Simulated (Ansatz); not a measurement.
**AlBrH3NSi: basis-set convergence**

How large a basis does AlBrH3NSi need? Two functionals are run in growing sets.

Computed with Ansatz 0.2.0, Gaussian basis. Level: one geometry, several basis sets.

Levels to be run: PBE0-D4/def2-SVP; ωB97M-V/def2-SVP; PBE0-D4/def2-QZVPP; ωB97M-V/def2-QZVPP; the functionals' def2-TZVPP values are taken from earlier runs.

## 1. The geometry

All runs share one geometry, relaxed beforehand with PBE0-D4 in a triple-zeta def2 set.

7 atoms, charge 0, spin multiplicity 1.

Atoms are counted from 1 here; the program's logs count them from 0.

Bond lengths: Br1–Al2 2.242 Å, Al2–N3 1.766 Å, Al2–Si4 2.291 Å, N3–Si4 1.767 Å, N3–H5 1.009 Å, Si4–H6 1.492 Å, Si4–H7 1.492 Å. Angles: Br1–Al2–N3 135.5°, Br1–Al2–Si4 174.9°, N3–Al2–Si4 49.6°, Al2–N3–Si4 80.8°, Al2–N3–H5 149.8°, Si4–N3–H5 129.4°, Al2–Si4–N3 49.6°, Al2–Si4–H6 126.3°, Al2–Si4–H7 126.3°, N3–Si4–H6 116.6°, N3–Si4–H7 116.6°, H6–Si4–H7 106.5°.

## 2. PBE0-D4 in def2-SVP

File in.yaml:

```yaml
crystal:
  periodic: [false, false, false]
  atoms:
    - {symbol: Br, position_ang: [-1.276138, -3.053903, 1.324811]}
    - {symbol: Al, position_ang: [-0.541247, -1.040697, 0.668026]}
    - {symbol: N, position_ang: [0.308934, -0.408583, -0.745521]}
    - {symbol: Si, position_ang: [0.134600, 1.091014, 0.172428]}
    - {symbol: H, position_ang: [0.739980, -0.562095, -1.644957]}
    - {symbol: H, position_ang: [-0.700162, 2.160429, -0.447454]}
    - {symbol: H, position_ang: [1.395233, 1.745936, 0.626967]}
basis:
  gaussian: {orbitals: def2-SVP}
hamiltonian: {xc: pbe0, dispersion: d4}
output: {orbitals: {seedname: orbitals}}
```

Started as:

```console
$ ansatz run in.yaml --threads 2 --pin off --events-out ev --progress --plain --max-ram 4352MiB
```

Further steps of the session: ωB97M-V in def2-SVP; PBE0-D4 in def2-QZVPP; ωB97M-V in def2-QZVPP.

Before running them: what should the planned runs give, taken together? Wanted: PBE0-D4: double and triple zeta above quadruple; ωB97M-V: double and triple zeta above quadruple.

**Answer**, as computed:

```
                                       quantity           value
PBE0-D4: double and triple zeta above quadruple  17.46, 1.98 eV
ωB97M-V: double and triple zeta above quadruple  17.38, 1.90 eV
```

**Reading.** PBE0-D4 gains 15.48 eV from double to triple zeta, then 1.98 eV more. Total energies overstate the basis error of differences, where much of it tends to cancel.
